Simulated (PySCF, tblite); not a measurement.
**C7H13P: geometry, infrared bands and NMR shifts**

Wanted: the infrared bands and NMR shifts of C7H13P (`CCC1=C(C)CCP1`), by calculation.

The runs use tblite 0.8.0 and PySCF 2.14.0, with density-fitted response routines of our own; the level of theory stands in each step. All values are computed, except where a source is named. Atoms count from 0, in the outputs and in this text.

## 1. The starting structure

21 atoms, charge 0, multiplicity 1; geometry from: force field or distance geometry start.

Bonds of the start (Å): C0–C1 1.52, C1–C2 1.48, C2–C3 1.34, C3–C4 1.50, C3–C5 1.46, C5–C6 1.51, C6–P7 1.90, P7–C2 1.86, C0–H8 1.10, C0–H9 1.09, C0–H10 1.11, C1–H11 1.08, C1–H12 1.13, C4–H13 1.10, C4–H14 1.09, C4–H15 1.11, C5–H16 1.11, C5–H17 1.13, C6–H18 1.08, C6–H19 1.10, P7–H20 1.47.

## 2. Optimising the geometry with GFN2-xTB

What the job is given:

```
{"job": {"kind": "relax", "xc": "GFN2-xTB", "basis": "xTB"}, "charge": 0, "multiplicity": 1}
C      2.540300    -0.946100    -0.470200
C      1.795100     0.050500     0.398400
C      0.334200    -0.175700     0.378700
C     -0.612800     0.681100    -0.018200
C     -0.248700     2.061200    -0.491000
C     -1.991500     0.208400     0.079900
C     -2.089800    -1.269500    -0.211200
P     -0.579400    -1.726800     0.855100
H      1.892700    -1.373500    -1.255600
H      2.995000    -1.696800     0.181000
H      3.343700    -0.393500    -0.992200
H      2.092000     1.048100     0.110000
H      2.169600    -0.095000     1.457900
H     -0.312500     2.707200     0.401100
H      0.715900     2.075300    -1.000900
H     -1.045300     2.387100    -1.192900
H     -2.701600     0.797100    -0.535500
H     -2.375200     0.299700     1.142800
H     -1.895400    -1.422100    -1.263100
H     -3.008700    -1.718300     0.194400
H     -1.026400    -1.481700     2.231000
```

The run is started by

```bash
OMP_NUM_THREADS=1 python probes_run.py task.json out
```

The driver reads the jobs from task.json and runs them one after another.

**Question.** This job is followed by: GFN2-xTB harmonic vibrations, gas phase; GIAO PBE0/pcSseg-1 NMR shielding, non-relativistic, gas phase. Predict these results of the whole session: strongest single infrared mode (GFN2-xTB); zero-point energy (GFN2-xTB); ¹³C shifts against TMS (PBE0/pcSseg-1); ¹H shifts against TMS (PBE0/pcSseg-1, means over atoms taken as alike); ³¹P shifts against H3PO4 (PBE0/pcSseg-1); surface potential, 1st and 99th percentile.

The runs gave:

```
                                                              quantity                                           value
                             strongest single infrared mode (GFN2-xTB)                           2163 cm⁻¹, 213 km/mol
                                          zero-point energy (GFN2-xTB)                                  112.4 kcal/mol
                                ¹³C shifts against TMS (PBE0/pcSseg-1)  150.4, 143.3, 48.1, 27.5, 23.5, 17.5, 17.5 ppm
¹H shifts against TMS (PBE0/pcSseg-1, means over atoms taken as alike)          4.08, 2.67, 2.30, 1.88, 1.73, 1.18 ppm
                              ³¹P shifts against H3PO4 (PBE0/pcSseg-1)                                       -72.5 ppm
                                 surface potential, 1st and 99th percentile                              -1.08 V and 0.69 V
```

What this shows: Over 150 steps the energy fell by 0.952 eV; of the close pairs, P7–H20 changed most, 1.467 to 1.411 Å. All 57 modes are real, so the xTB geometry is a minimum. The strongest single mode, at 2163 cm⁻¹, moves mainly H20. Unscaled tight-binding wavenumbers are off by several per cent, some by more. Its intensities can rank the bands wrongly.
